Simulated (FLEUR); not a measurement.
# Sn3Te (I4/mmm) in FLEUR: a series of runs

One crystal, Sn3Te, is run at these levels: r2SCAN; tasks: band structure, equation of state.

All numbers are computed with FLEUR MaX-R8.1 (later development tree); they aren't measurements. Logs are shortened: lines on timing, memory, paths and dates and some standing lists are left out, and cuts for length are marked.

**1. Starting point**

The structure is tetragonal, space group I4/mmm (No. 139). Conventional cell: a = 4.602 Å, b = 4.602 Å, c = 11.033 Å, α = 90.00°, β = 90.00°, γ = 90.00°. Te (site symmetry 4/mmm) has 12 Sn at 3.25 to 3.59 Å as nearest neighbours. Around Sn (site symmetry 4/mmm) lie 4 Te at 3.25 Å and 8 Sn at 3.59 Å. Around Sn (site symmetry -4m2) lie 8 Sn at 3.25 to 3.59 Å and 4 Te at 3.59 Å.

The cell comes from a database or a generator and needn't be the stable form of this composition.

**2. Band structure, r2SCAN**

Input file inp.xml:

```xml
<?xml version="1.0" encoding="UTF-8" standalone="no"?>
<fleurInput fleurInputVersion="0.39">
   <comment>
      Sn3Te                                                                                               
   </comment>
   <calculationSetup>
      <cutoffs Kmax="4.1" Gmax="12.7" GmaxXC="12.7" numbands="0"/>
      <scfLoop itmax="80" minDistance="0.0001" maxIterBroyd="30" imix="Anderson" alpha="0.05" precondParam="0.0" spinf="2.0" sdNocoIR="T"/>
      <coreElectrons ctail="F" frcor="F" kcrel="0" coretail_lmax="0"/>
      <xcFunctional name="LibXC" relativisticCorrections="F">
         <LibXCName exchange="mgga_x_r2scan" correlation="mgga_c_r2scan"/>
         <AuxGGA exchange="117" correlation="130"/>
      </xcFunctional>
      <magnetism jspins="1"/>
      <soc l_soc="F" theta="0.0" phi="0.0" spav="F"/>
      <expertModes spex="0" secvar="F"/>
      <geometryOptimization l_f="F" forcealpha="1.0" forcemix="BFGS" epsdisp="0.00001" epsforce="0.00001"/>
      <ldaU l_linMix="F" mixParam="0.05" spinf="1.0"/>
   </calculationSetup>
   <cell>
      <bzIntegration valenceElectrons="88.0" mode="hist" fermiSmearingEnergy="0.00183747">
         <kPointListSelection listName="default-1"/>
         <!-- k-points included here -->
         <xi:include xmlns:xi="http://www.w3.org/2001/XInclude" href="kpts.xml"> </xi:include>
      </bzIntegration>
[... 41 lines left out ...]
         <lo type="SCLO" l="2" n="4" eDeriv="2"/>
         <lo type="SCLO" l="3" n="4" eDeriv="2"/>
      </species>
   </atomSpecies>
   <atomGroups>
      <atomGroup species="Tellurium (Te)">
         <relPos label="                   1">.0000000000 .0000000000 .0000000000</relPos>
         <force calculate="T" relaxXYZ="TTT"/>
      </atomGroup>
      <atomGroup species="Tin (Sn)">
         <relPos label="                   2">1.000/2.000 1.000/2.000 .0000000000</relPos>
         <force calculate="T" relaxXYZ="TTT"/>
      </atomGroup>
      <atomGroup species="Tin (Sn)">
         <relPos label="                   3">1.000/4.000 -1.000/4.000 1.000/2.000</relPos>
         <relPos label="                   4">-1.000/4.000 1.000/4.000 1.000/2.000</relPos>
         <force calculate="T" relaxXYZ="TTT"/>
      </atomGroup>
   </atomGroups>
   <output dos="F" band="F" slice="F">
      <checks vchk="F" cdinf="F"/>
      <bandDOS minEnergy="-.5*Htr" maxEnergy="0.5*Htr" sigma="0.015" storeEVData="T"/>
      <vacuumDOS vacdos="F" integ="F" star="F" nstars="0" locx1="0.0" locy1="0.0" locx2="0.0" locy2="0.0" nstm="0" tworkf="0.0"/>
      <unfoldingBand unfoldBand="F" supercellX="1" supercellY="1" supercellZ="1"/>
      <plotting iplot="0" polar="F">
         <plot TwoD="T" vec1="  1.0  0.0  0.0" vec2="  0.0  1.0  0.0" vec3="  0.0  0.0  1.0" zero="  0.0  0.0  0.0" file="plot"/>
      </plotting>
      <chargeDensitySlicing numkpt="0" minEigenval="0.0" maxEigenval="0.0" nnne="0" pallst="F"/>
      <specialOutput eonly="F"/>
      <moessbauerParams electricFieldGradient="T" isomerShift="T" coreHyperfine="T" valenceHyperfine="T"/>
      <magneticCircularDichroism mcd="F" energyLo="-10.0" energyUp="0.0"/>
   </output>
  <!-- We include the file relax.xml here to enable relaxations (see documentation) -->
  <xi:include xmlns:xi="http://www.w3.org/2001/XInclude" href="relax.xml"> <xi:fallback/> </xi:include>
</fleurInput>
```

Input file crystal.txt:

```
Sn3Te
&input cartesian=F /
-2.3009040000  2.3009040000  5.5164940000
2.3009040000  -2.3009040000  5.5164940000
2.3009040000  2.3009040000  -5.5164940000
1.8897261246
1.0 1.0 1.0

4
52 0.0000000000  0.0000000000  0.0000000000
50 0.5000000000  0.5000000000  0.0000000000
50 0.2500000000  0.7500000000  0.5000000000
50 0.7500000000  0.2500000000  0.5000000000

&kpt div1=8 div2=8 div3=8 gamma=T /
```

Input file inp.xml (bands):

```
<?xml version="1.0" encoding="UTF-8" standalone="no"?>
<fleurInput fleurInputVersion="0.39">
   <comment>
      Sn3Te                                                                                               
   </comment>
   <calculationSetup>
      <cutoffs Kmax="4.1" Gmax="12.7" GmaxXC="12.7" numbands="0"/>
      <scfLoop itmax="80" minDistance="0.0001" maxIterBroyd="30" imix="Anderson" alpha="0.05" precondParam="0.0" spinf="2.0" sdNocoIR="T"/>
      <coreElectrons ctail="F" frcor="F" kcrel="0" coretail_lmax="0"/>
      <xcFunctional name="LibXC" relativisticCorrections="F">
         <LibXCName exchange="mgga_x_r2scan" correlation="mgga_c_r2scan"/>
         <AuxGGA exchange="117" correlation="130"/>
      </xcFunctional>
      <magnetism jspins="1"/>
      <soc l_soc="F" theta="0.0" phi="0.0" spav="F"/>
      <expertModes spex="0" secvar="F"/>
      <geometryOptimization l_f="F" forcealpha="1.0" forcemix="BFGS" epsdisp="0.00001" epsforce="0.00001"/>
      <ldaU l_linMix="F" mixParam="0.05" spinf="1.0"/>
   </calculationSetup>
   <cell>
      <bzIntegration valenceElectrons="88.0" mode="hist" fermiSmearingEnergy="0.00183747">
         <kPointListSelection listName="path-1"/>
         <!-- k-points included here -->
         <xi:include xmlns:xi="http://www.w3.org/2001/XInclude" href="kpts.xml"> </xi:include>
      </bzIntegration>
      <!-- symmetry operations included here -->
[... 40 lines left out ...]
         <lo type="SCLO" l="2" n="4" eDeriv="2"/>
         <lo type="SCLO" l="3" n="4" eDeriv="2"/>
      </species>
   </atomSpecies>
   <atomGroups>
      <atomGroup species="Tellurium (Te)">
         <relPos label="                   1">.0000000000 .0000000000 .0000000000</relPos>
         <force calculate="T" relaxXYZ="TTT"/>
      </atomGroup>
      <atomGroup species="Tin (Sn)">
         <relPos label="                   2">1.000/2.000 1.000/2.000 .0000000000</relPos>
         <force calculate="T" relaxXYZ="TTT"/>
      </atomGroup>
      <atomGroup species="Tin (Sn)">
         <relPos label="                   3">1.000/4.000 -1.000/4.000 1.000/2.000</relPos>
         <relPos label="                   4">-1.000/4.000 1.000/4.000 1.000/2.000</relPos>
         <force calculate="T" relaxXYZ="TTT"/>
      </atomGroup>
   </atomGroups>
   <output dos="F" band="T" slice="F">
      <checks vchk="F" cdinf="F"/>
      <bandDOS minEnergy="-.5*Htr" maxEnergy="0.5*Htr" sigma="0.015" storeEVData="T"/>
      <vacuumDOS vacdos="F" integ="F" star="F" nstars="0" locx1="0.0" locy1="0.0" locx2="0.0" locy2="0.0" nstm="0" tworkf="0.0"/>
      <unfoldingBand unfoldBand="F" supercellX="1" supercellY="1" supercellZ="1"/>
      <plotting iplot="0" polar="F">
         <plot TwoD="T" vec1="  1.0  0.0  0.0" vec2="  0.0  1.0  0.0" vec3="  0.0  0.0  1.0" zero="  0.0  0.0  0.0" file="plot"/>
      </plotting>
      <chargeDensitySlicing numkpt="0" minEigenval="0.0" maxEigenval="0.0" nnne="0" pallst="F"/>
      <specialOutput eonly="F"/>
      <moessbauerParams electricFieldGradient="T" isomerShift="T" coreHyperfine="T" valenceHyperfine="T"/>
      <magneticCircularDichroism mcd="F" energyLo="-10.0" energyUp="0.0"/>
   </output>
  <!-- We include the file relax.xml here to enable relaxations (see documentation) -->
  <xi:include xmlns:xi="http://www.w3.org/2001/XInclude" href="relax.xml"> <xi:fallback/> </xi:include>
</fleurInput>
```

Potentials or basis: all-electron, FLAPW.

Started as:

```sh
$ inpgen -f crystal.txt -profile fastHighL
$ # inp.xml edited to the form shown
$ fleur_MPI
$ fleur_MPI   # second run, on inp.xml (bands)
```

Log:

```text
Welcome to FLEUR        (www.flapw.de)
      MaX-Release 8.1          (www.max-centre.eu)
 func_ids         498         497         498         497
 MetaGGA potential functional detected - V_tau will be computed
 Auxiliary Potential for radial basis: exchange=         117  correlation=         130
The functional 'Re-regularized SCAN exchange by Furness et al' is an exchange functional, it belongs to the 'MGGA' family and is defined in the reference(s):
[1] J. W. Furness, A. D. Kaplan, J. Ning, J. P. Perdew, and J. Sun.,  J. Phys. Chem. Lett. 11, 8208-8215 (2020)
[2] J. W. Furness, A. D. Kaplan, J. Ning, J. P. Perdew, and J. Sun.,  J. Phys. Chem. Lett. 11, 9248-9248 (2020)
The functional 'Re-regularized SCAN correlation by Furness et al' is a correlation functional, it belongs to the 'MGGA' family and is defined in the reference(s):
[1] J. W. Furness, A. D. Kaplan, J. Ning, J. P. Perdew, and J. Sun.,  J. Phys. Chem. Lett. 11, 8208-8215 (2020)
[2] J. W. Furness, A. D. Kaplan, J. Ning, J. P. Perdew, and J. Sun.,  J. Phys. Chem. Lett. 11, 9248-9248 (2020)
 Using same functional for VXC and EXC

 ========== k-point set info ==========
 Selected k-point list: default-1
 k-point list type: mesh
 8 x 8 x 8
 Number of k points: 59

 ------------Calculation Setup---------------------------
 Number of MPI-tasks      :            1
 Number of PE/node        :            1
 Number of OMP-threads    :            1
 Most efficient MPI parallelization for:
           1          59
 Additional eigenvalue parallelization possible
 Number of basis functions:         1114
 Approximate size of matrices (H+S) per k-point:         0.018 GB
 --------------------------------------------------------
The functional 'Hammer, Hansen, and Norskov' is an exchange functional, it belongs to the 'GGA' family and is defined in the reference(s):
[... 6 lines left out ...]
 Reset of history
 Reset of history
 Iteration:     1   Distance:      24.47092398 me/bohr^3
The functional 'Hammer, Hansen, and Norskov' is an exchange functional, it belongs to the 'GGA' family and is defined in the reference(s):
[1] B. Hammer, L. B. Hansen, and J. K. Nørskov.,  Phys. Rev. B 59, 7413 (1999)
The functional 'Perdew, Burke & Ernzerhof' is a correlation functional, it belongs to the 'GGA' family and is defined in the reference(s):
[1] J. P. Perdew, K. Burke, and M. Ernzerhof.,  Phys. Rev. Lett. 77, 3865 (1996)
[2] J. P. Perdew, K. Burke, and M. Ernzerhof.,  Phys. Rev. Lett. 78, 1396 (1997)
 Using same functional for VXC and EXC
 Iteration:     2   Distance:      23.14830234 me/bohr^3
The functional 'Hammer, Hansen, and Norskov' is an exchange functional, it belongs to the 'GGA' family and is defined in the reference(s):
[1] B. Hammer, L. B. Hansen, and J. K. Nørskov.,  Phys. Rev. B 59, 7413 (1999)
The functional 'Perdew, Burke & Ernzerhof' is a correlation functional, it belongs to the 'GGA' family and is defined in the reference(s):
[1] J. P. Perdew, K. Burke, and M. Ernzerhof.,  Phys. Rev. Lett. 77, 3865 (1996)
[2] J. P. Perdew, K. Burke, and M. Ernzerhof.,  Phys. Rev. Lett. 78, 1396 (1997)
 Using same functional for VXC and EXC
 Iteration:     3   Distance:      21.97497453 me/bohr^3
The functional 'Hammer, Hansen, and Norskov' is an exchange functional, it belongs to the 'GGA' family and is defined in the reference(s):
[1] B. Hammer, L. B. Hansen, and J. K. Nørskov.,  Phys. Rev. B 59, 7413 (1999)
The functional 'Perdew, Burke & Ernzerhof' is a correlation functional, it belongs to the 'GGA' family and is defined in the reference(s):
[1] J. P. Perdew, K. Burke, and M. Ernzerhof.,  Phys. Rev. Lett. 77, 3865 (1996)
[2] J. P. Perdew, K. Burke, and M. Ernzerhof.,  Phys. Rev. Lett. 78, 1396 (1997)
 Using same functional for VXC and EXC
 Iteration:     4   Distance:       1.38765471 me/bohr^3
The functional 'Hammer, Hansen, and Norskov' is an exchange functional, it belongs to the 'GGA' family and is defined in the reference(s):
[1] B. Hammer, L. B. Hansen, and J. K. Nørskov.,  Phys. Rev. B 59, 7413 (1999)
The functional 'Perdew, Burke & Ernzerhof' is a correlation functional, it belongs to the 'GGA' family and is defined in the reference(s):
[1] J. P. Perdew, K. Burke, and M. Ernzerhof.,  Phys. Rev. Lett. 77, 3865 (1996)
[2] J. P. Perdew, K. Burke, and M. Ernzerhof.,  Phys. Rev. Lett. 78, 1396 (1997)
 Using same functional for VXC and EXC
 Iteration:     5   Distance:       0.36721279 me/bohr^3
The functional 'Hammer, Hansen, and Norskov' is an exchange functional, it belongs to the 'GGA' family and is defined in the reference(s):
[1] B. Hammer, L. B. Hansen, and J. K. Nørskov.,  Phys. Rev. B 59, 7413 (1999)
The functional 'Perdew, Burke & Ernzerhof' is a correlation functional, it belongs to the 'GGA' family and is defined in the reference(s):
[1] J. P. Perdew, K. Burke, and M. Ernzerhof.,  Phys. Rev. Lett. 77, 3865 (1996)
[2] J. P. Perdew, K. Burke, and M. Ernzerhof.,  Phys. Rev. Lett. 78, 1396 (1997)
 Using same functional for VXC and EXC
 Iteration:     6   Distance:       0.34478404 me/bohr^3
The functional 'Hammer, Hansen, and Norskov' is an exchange functional, it belongs to the 'GGA' family and is defined in the reference(s):
[1] B. Hammer, L. B. Hansen, and J. K. Nørskov.,  Phys. Rev. B 59, 7413 (1999)
The functional 'Perdew, Burke & Ernzerhof' is a correlation functional, it belongs to the 'GGA' family and is defined in the reference(s):
[1] J. P. Perdew, K. Burke, and M. Ernzerhof.,  Phys. Rev. Lett. 77, 3865 (1996)
[2] J. P. Perdew, K. Burke, and M. Ernzerhof.,  Phys. Rev. Lett. 78, 1396 (1997)
 Using same functional for VXC and EXC
[... 40 lines left out ...]
[2] J. P. Perdew, K. Burke, and M. Ernzerhof.,  Phys. Rev. Lett. 78, 1396 (1997)
 Using same functional for VXC and EXC
 Iteration:    13   Distance:       0.00078123 me/bohr^3
The functional 'Hammer, Hansen, and Norskov' is an exchange functional, it belongs to the 'GGA' family and is defined in the reference(s):
[1] B. Hammer, L. B. Hansen, and J. K. Nørskov.,  Phys. Rev. B 59, 7413 (1999)
The functional 'Perdew, Burke & Ernzerhof' is a correlation functional, it belongs to the 'GGA' family and is defined in the reference(s):
[1] J. P. Perdew, K. Burke, and M. Ernzerhof.,  Phys. Rev. Lett. 77, 3865 (1996)
[2] J. P. Perdew, K. Burke, and M. Ernzerhof.,  Phys. Rev. Lett. 78, 1396 (1997)
 Using same functional for VXC and EXC
 Iteration:    14   Distance:       0.00059889 me/bohr^3
The functional 'Hammer, Hansen, and Norskov' is an exchange functional, it belongs to the 'GGA' family and is defined in the reference(s):
[1] B. Hammer, L. B. Hansen, and J. K. Nørskov.,  Phys. Rev. B 59, 7413 (1999)
The functional 'Perdew, Burke & Ernzerhof' is a correlation functional, it belongs to the 'GGA' family and is defined in the reference(s):
[1] J. P. Perdew, K. Burke, and M. Ernzerhof.,  Phys. Rev. Lett. 77, 3865 (1996)
[2] J. P. Perdew, K. Burke, and M. Ernzerhof.,  Phys. Rev. Lett. 78, 1396 (1997)
 Using same functional for VXC and EXC
 Iteration:    15   Distance:       0.00018643 me/bohr^3
The functional 'Hammer, Hansen, and Norskov' is an exchange functional, it belongs to the 'GGA' family and is defined in the reference(s):
[1] B. Hammer, L. B. Hansen, and J. K. Nørskov.,  Phys. Rev. B 59, 7413 (1999)
The functional 'Perdew, Burke & Ernzerhof' is a correlation functional, it belongs to the 'GGA' family and is defined in the reference(s):
[1] J. P. Perdew, K. Burke, and M. Ernzerhof.,  Phys. Rev. Lett. 77, 3865 (1996)
[2] J. P. Perdew, K. Burke, and M. Ernzerhof.,  Phys. Rev. Lett. 78, 1396 (1997)
 Using same functional for VXC and EXC
 Iteration:    16   Distance:       0.00010436 me/bohr^3
The functional 'Hammer, Hansen, and Norskov' is an exchange functional, it belongs to the 'GGA' family and is defined in the reference(s):
[1] B. Hammer, L. B. Hansen, and J. K. Nørskov.,  Phys. Rev. B 59, 7413 (1999)
The functional 'Perdew, Burke & Ernzerhof' is a correlation functional, it belongs to the 'GGA' family and is defined in the reference(s):
[1] J. P. Perdew, K. Burke, and M. Ernzerhof.,  Phys. Rev. Lett. 77, 3865 (1996)
[2] J. P. Perdew, K. Burke, and M. Ernzerhof.,  Phys. Rev. Lett. 78, 1396 (1997)
 Using same functional for VXC and EXC
 Iteration:    17   Distance:       0.00004879 me/bohr^3

 ********************************************************************
 Run finished successfully
 Stop message:
   all done
 ********************************************************************
```

Wall time 15 min (1 thread of Intel Xeon at 2.70GHz, shared host); peak memory 0.18 GiB.

Results:

```yaml
Free_energy: -689382.7677 eV
Band_gap_along_the_path: none (metal or under the smearing width)
Valence_electrons_inside_the_program's_atomic_spheres: Te 20.06; Sn 20.10, 20.11 (radii Te 2.66, Sn 2.66 bohr)
```

Levels at the corners of the path, in eV from the Fermi level:
| point | band 40 | band 41 | band 42 | band 43 | band 44 | band 45 | band 46 | band 47 | band 48 | band 49 |
| --- | --- | --- | --- | --- | --- | --- | --- | --- | --- | --- |
| Γ | -4.07 | -3.34 | -3.34 | -1.78 | -1.78 | -0.37 | 0.57 | 2.79 | 2.79 | 5.50 |
| X | -5.47 | -4.89 | -3.36 | -2.55 | -1.72 | -0.45 | 2.62 | 2.78 | 5.12 | 5.44 |
| Y | -4.84 | -4.14 | -3.29 | -2.45 | -1.61 | -0.34 | 2.41 | 2.43 | 4.47 | 4.92 |
| S | -2.81 | -2.57 | -1.34 | -0.40 | -0.29 | -0.22 | 1.15 | 1.33 | 1.79 | 2.43 |
| Γ | -4.07 | -3.34 | -3.34 | -1.78 | -1.78 | -0.37 | 0.57 | 2.79 | 2.79 | 5.50 |
| Z | -4.02 | -4.02 | -1.19 | -0.28 | -0.28 | 0.64 | 1.60 | 2.17 | 3.66 | 3.66 |
| S1 | -2.81 | -2.57 | -1.34 | -0.40 | -0.29 | -0.22 | 1.15 | 1.33 | 1.79 | 2.43 |
| N | -2.50 | -2.46 | -1.92 | -0.94 | -0.73 | 0.78 | 1.03 | 1.23 | 1.37 | 1.71 |
| P | -4.50 | -4.50 | -4.24 | -3.95 | -0.20 | 1.16 | 1.16 | 1.44 | 5.15 | 5.15 |
| Y1 | -4.84 | -4.14 | -3.29 | -2.45 | -1.61 | -0.34 | 2.41 | 2.43 | 4.47 | 4.92 |
| Z | -4.02 | -4.02 | -1.19 | -0.28 | -0.28 | 0.64 | 1.60 | 2.17 | 3.66 | 3.66 |
| X | -5.47 | -4.89 | -3.36 | -2.55 | -1.72 | -0.45 | 2.62 | 2.78 | 5.12 | 5.44 |
| P | -4.50 | -4.50 | -4.24 | -3.95 | -0.20 | 1.16 | 1.16 | 1.44 | 5.15 | 5.15 |

Core levels (eV from the Fermi level):
| atom | levels |
| --- | --- |
| 1 Te | 1s1/2 -31604.7, 2s1/2 -4841.4, 2p1/2 -4535.1, 2p3/2 -4260.6, 3s1/2 -960.0, 3p1/2 -834.1, 3p3/2 -783.0, 4s1/2 -159.7, 3d3/2 -561.3, 3d5/2 -550.6 |
| 2 Sn | 1s1/2 -28993.2, 2s1/2 -4372.2, 2p1/2 -4083.2, 2p3/2 -3852.6, 3s1/2 -840.5, 3p1/2 -723.2, 3p3/2 -681.1, 3d3/2 -474.0, 3d5/2 -465.3 |
| 3 Sn | 1s1/2 -28993.1, 2s1/2 -4372.2, 2p1/2 -4083.1, 2p3/2 -3852.5, 3s1/2 -840.4, 3p1/2 -723.1, 3p3/2 -681.0, 3d3/2 -473.9, 3d5/2 -465.2 |
| 4 Sn | 1s1/2 -28993.1, 2s1/2 -4372.2, 2p1/2 -4083.1, 2p3/2 -3852.5, 3s1/2 -840.4, 3p1/2 -723.1, 3p3/2 -681.0, 3d3/2 -473.9, 3d5/2 -465.2 |

Caveat: the meta-GGA is that of a development version, with a GGA for the radial functions and cores and without core tails; spin-orbit coupling is left out, which moves the levels of the heavy elements.

**3. Equation of state, r2SCAN, 27.45 Å³/atom (volume scaled by 0.94)**

Changes to inp.xml since step 2:

```diff
@@ -27,3 +27,3 @@
       <xi:include xmlns:xi="http://www.w3.org/2001/XInclude" href="sym.xml"> </xi:include>
-      <bulkLattice scale="1.0">
+      <bulkLattice scale="0.9795861087">
          <bravaisMatrix>
```

Potentials or basis: all-electron, FLAPW.

Started as:

```sh
$ inpgen -f crystal.txt -profile fastHighL
$ # inp.xml edited to the form shown
$ fleur_MPI
```

Run time: 12 min. Hardware: 1 thread of Intel Xeon at 2.70GHz, shared host; peak memory 0.16 GiB.

It converged, with:

```
Free energy                                           : -689382.7481 eV
Band gap on the k mesh                                : none (metal or under the smearing width)
Valence electrons inside the program's atomic spheres : Te 20.10; Sn 20.15, 20.16 (radii Te 2.66, Sn 2.66 bohr)
```

Caveat: the meta-GGA is that of a development version, with a GGA for the radial functions and cores and without core tails.

**4. Equation of state, r2SCAN, 28.04 Å³/atom (volume scaled by 0.96)**

Changes to inp.xml since step 3:

```diff
@@ -27,3 +27,3 @@
       <xi:include xmlns:xi="http://www.w3.org/2001/XInclude" href="sym.xml"> </xi:include>
-      <bulkLattice scale="0.9795861087">
+      <bulkLattice scale="0.9864848297">
          <bravaisMatrix>
```

Started as:

```sh
$ inpgen -f crystal.txt -profile fastHighL
$ # inp.xml edited to the form shown
$ fleur_MPI
```

Run time: 12 min. Hardware: 1 thread of Intel Xeon at 2.70GHz, shared host; peak memory 0.18 GiB.

The run converged. Its results:

* Free energy: -689382.7697 eV
* Band gap on the k mesh: none (metal or under the smearing width)
* Valence electrons inside the program's atomic spheres: Te 20.08; Sn 20.13, 20.14 (radii Te 2.66, Sn 2.66 bohr)

Caveat: the meta-GGA is that of a development version, with a GGA for the radial functions and cores and without core tails.

[end of part 1 of 2]
